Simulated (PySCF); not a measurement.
# BI3: the cost of one run

Programs: PySCF 2.14.0, with routines of our own; each step states its level. All values are computed. Atoms count from 0.

## (1) The system as given

4 atoms, charge 0, multiplicity 1; geometry from: GFN2-xTB.

## (2) Optimising the geometry at PBE0-D3(BJ)/def2-SVP

The job: settings as JSON, then the geometry in Å.

```
{"job": {"xc": "PBE0", "basis": "def2-SVP", "d3": "d3bj", "grid": 1, "maxiter": 30, "shake": 0.01, "kind": "geom"}, "charge": 0, "multiplicity": 1}
I     -1.776890    -1.017410     0.784740
B     -0.002660    -0.003080     0.313780
I      1.830880    -0.890780     0.793660
I     -0.013330     1.885890    -0.635640
```

Launch:

```
$ OMP_NUM_THREADS=1 python heavy_run.py task.json out
```

One launch serves the whole session: the jobs run in the order shown.

Q: Estimate the wall time and peak memory of this first job on 1 thread of Intel Xeon Platinum 8488C, shared host.

About 29 s, with a peak of 0.41 GiB.
